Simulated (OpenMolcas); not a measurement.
**Fe³⁺ among point charges: CASSCF and CASPT2 levels and susceptibility**

Aim: the splitting of the states of Fe³⁺ in the field of 5 point charges, its lowest levels with spin-orbit coupling and its magnetic susceptibility.

Program: OpenMolcas 26.06. Level of theory: state-averaged CASSCF and CASPT2, spin-orbit coupling by RASSI with atomic mean-field integrals. These are calculated values, not measurements, unless marked.

**1. What is computed**

| Item | Value |
| --- | --- |
| Species | Fe³⁺ (iron, Z = 26, 23 electrons) |
| Basis | ANO-RCC-VDZP [5s4p2d1f], 34 functions |
| Scalar Hamiltonian | DKH2, point nucleus |
| Inactive shells | 1s 2s 2p 3s 3p |
| Active space | 5 electrons in 5 orbitals (3d) |
| Some configurations of this space | 3d⁵ |
| Orbitals | optimised for each spin and parity, averaged over all roots |

The outer shells:

3d5
```
3d [↑ ][↑ ][↑ ][↑ ][↑ ]
```

The ion sits among 5 point charges of -2 e arranged as a trigonal bipyramid (D3h), 1.96 Å from the ion, with the axial distance 2.136 Å.

Each step is its own input file, run in one work folder so that later steps find the files of earlier ones. Labels, J, g values, rates, χT and fits are worked out afterwards by a script from the matrices that RASSI stores.

**2. One- and two-electron integrals**

File a.inp:

```
&GATEWAY
Coord
1

Fe 0.0 0.0 0.0
Basis=ANO-RCC-VDZP
Group=NoSym
NoMove
AngMom=0.0 0.0 0.0
AMFI
XField
5 Angstrom 0
1.960000 0.000000 0.000000 -2.000000
-0.980000 1.697410 0.000000 -2.000000
-0.980000 -1.697410 0.000000 -2.000000
0.000000 0.000000 2.136400 -2.000000
0.000000 0.000000 -2.136400 -2.000000
&SEWARD
```

On the command line:

```bash
$ OMP_NUM_THREADS=1 MOLCAS_MEM=1689 MOLCAS_PROJECT=a pymolcas a.inp > a.log
```

**3. Reference wave functions, sextets, 1 root**

File a.inp:

```
&RASSCF
FileOrb=start.orb
Symmetry=1
Spin=6
nActEl=5 0 0
Inactive=9
Ras2=5
CIRoot=1 1 1
SDav=1
CIMx=300
Iter=120 100
PrWF=0.3
OrbListing=Nothing
MaxOrb=0
>>> COPY $Project.JobIph JOB001
```

start.orb holds the contracted functions of the basis, ordered by shell, or the orbitals of the step before.

**4. CASSCF: quartets, 24 roots**

File a.inp:

```
&RASSCF
FileOrb=start.orb
Symmetry=1
Spin=4
nActEl=5 0 0
Inactive=9
Ras2=5
CIRoot=24 24 1
SDav=24
CIMx=300
Iter=120 100
PrWF=0.3
OrbListing=Nothing
MaxOrb=0
>>> COPY $Project.JobIph JOB002
```

**5. CASSCF: doublets, 75 roots**

File a.inp:

```
&RASSCF
FileOrb=start.orb
Symmetry=1
Spin=2
nActEl=5 0 0
Inactive=9
Ras2=5
CIRoot=75 75 1
SDav=75
CIMx=300
Iter=120 100
PrWF=0.3
OrbListing=Nothing
MaxOrb=0
>>> COPY $Project.JobIph JOB003
```

**6. State interaction with spin-orbit coupling**

File a.inp:

```
&RASSI
NrOfJobIphs=3 1 24 75
1
1 2 3 4 5 6 7 8 9 10 11 12 13 14 15 16 17 18 19 20 21 22 23 24
1 2 3 4 5 6 7 8 9 10 11 12 13 14 15 16 17 18 19 20 21 22 23 24 25 26 27
28 29 30 31 32 33 34 35 36 37 38 39 40 41 42 43 44 45 46 47 48 49 50 51
52 53 54 55 56 57 58 59 60 61 62 63 64 65 66 67 68 69 70 71 72 73 74 75
IphNames
JOB001
JOB002
JOB003
EJob
SpinOrbit
DIPRint=1.0
SOCoupling=1000.0
Subsets=2
Property=9
'ANGMOM' 1 'ANGMOM' 2 'ANGMOM' 3 'MLTPL  1' 1 'MLTPL  1' 2 'MLTPL  1' 3
'AMFI' 1 'AMFI' 2 'AMFI' 3
SOProperty=3
'ANGMOM' 1 'ANGMOM' 2 'ANGMOM' 3
```

**7. CASPT2: IPEA 0.25, imaginary shift 0.1 (closed shells correlated: 3s 3p)**

File a.inp:

```
>>> COPY JOB001 $Project.JobIph
&CASPT2
Multistate=1 1
Frozen=5
IPEA=0.25
Imaginary=0.1
MaxIter=60
WThr=0.0 0.3 0.05
PrWF=0.5
NoMix
>>> COPY JOB002 $Project.JobIph
&CASPT2
Multistate=24 1 2 3 4 5 6 7 8 9 10 11 12 13 14 15 16 17 18 19 20 21 22
23 24
NoMult
Frozen=5
IPEA=0.25
Imaginary=0.1
MaxIter=60
WThr=0.0 0.3 0.05
PrWF=0.5
NoMix
>>> COPY JOB003 $Project.JobIph
&CASPT2
Multistate=75 1 2 3 4 5 6 7 8 9 10 11 12 13 14 15 16 17 18 19 20 21 22
23 24 25 26 27 28 29 30 31 32 33 34 35 36 37 38 39 40 41 42 43 44 45 46
47 48 49 50 51 52 53 54 55 56 57 58 59 60 61 62 63 64 65 66 67 68 69 70
71 72 73 74 75
NoMult
Frozen=5
IPEA=0.25
Imaginary=0.1
MaxIter=60
WThr=0.0 0.3 0.05
PrWF=0.5
NoMix
```

(Steps that only read results are left out.)

**Question.** What will these runs give? Wanted: spin-free ground state; lowest level; next level.

The runs gave:

| quantity | value |
| --- | --- |
| method | SS-CASPT2, IPEA 0.25, imaginary shift 0.1 (closed shells correlated: 3s 3p) |
| spin-free ground state | 6A1, 1-fold in its orbital part |
| lowest level | 2-fold E1/2, g = 2.00, 6.01, 6.01 |
| next level | 0.1 cm⁻¹ |
| χT at 300 K | 4.39 cm³ K/mol |
| effective moment at 300 K | 5.92 μB |

Cost by method:

```
                                              method  time of its own steps  time with the reference
                                           A. CASSCF                   36 s                     36 s
B. SS-CASPT2, IPEA 0.25, imaginary shift 0.1, +3s 3p                  9.8 s                     45 s
```

Times are of one thread on a shared host.

What this shows: The spin-free ground state (6A1) comes to 100 % from free-ion S terms and keeps the highest spin of the shell. χT at 300 K is 4.39, against 4.39 cm³ K/mol for the spin alone, as a half-filled shell (L = 0) has no orbital moment. An active space of the d shell alone favours high spin; real ions in strong fields can be low spin. CASPT2 does not keep the components of a term degenerate, and the means are used. The field of point charges can differ much from that of real complexes. With metal d orbitals alone active, the gaps between spin states are rough; where two lie within a few thousand cm-1, their order is open. This is an electrostatic model: the charges have no orbitals.
